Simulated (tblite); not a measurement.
# C5H10BBrO: the cost of one run

The runs use tblite 0.8.0 and PySCF 2.14.0, with density-fitted response routines of our own; the level of theory stands in each step. All values are computed, except where a source is named. Atoms count from 0, in the outputs and in this text.

### 1 Starting geometry

18 atoms, charge 0, multiplicity 1; geometry from: force field or distance geometry start.

Bonds of the start (Å): C0–C1 1.33, C1–C2 1.50, C2–C3 1.53, C3–C4 1.51, C2–O5 1.37, O5–B6 1.47, B6–Br7 2.02, C0–H8 1.10, C0–H9 1.10, C1–H10 1.11, C2–H11 1.11, C3–H12 1.10, C3–H13 1.13, C4–H14 1.12, C4–H15 1.11, C4–H16 1.11, B6–H17 1.21.

### 2 Geometry optimisation with GFN2-xTB

What the job is given:

```
{"job": {"kind": "relax", "xc": "GFN2-xTB", "basis": "xTB"}, "charge": 0, "multiplicity": 1}
C     -1.891900    -1.939800    -0.338100
C     -1.253800    -1.169100     0.535800
C     -0.171900    -0.270500     0.013800
C     -0.578000     1.147600     0.401000
C      0.490900     2.078000    -0.115200
O      1.043500    -0.514900     0.605500
B      2.089100    -0.868800    -0.358800
Br     3.797600     0.210700    -0.238200
H     -1.653900    -1.900700    -1.410300
H     -2.686900    -2.608500     0.023400
H     -1.488700    -1.210600     1.617800
H     -0.173500    -0.384700    -1.092200
H     -1.593000     1.429500     0.093900
H     -0.479300     1.168000     1.530500
H     -0.008800     2.954300    -0.611700
H      1.203000     2.409400     0.669700
H      1.069200     1.537600    -0.898100
H      2.277600    -2.061100    -0.440500
```

On the command line:

```bash
$ OMP_NUM_THREADS=1 python probes_run.py task.json out
```

One launch serves the whole session: the jobs run in the order shown.

**Question.** How long does this first job take on 1 thread of Arm Neoverse V1, shared host, and how much memory does it need?

About 1.2 s, with a peak of 0.18 GiB.
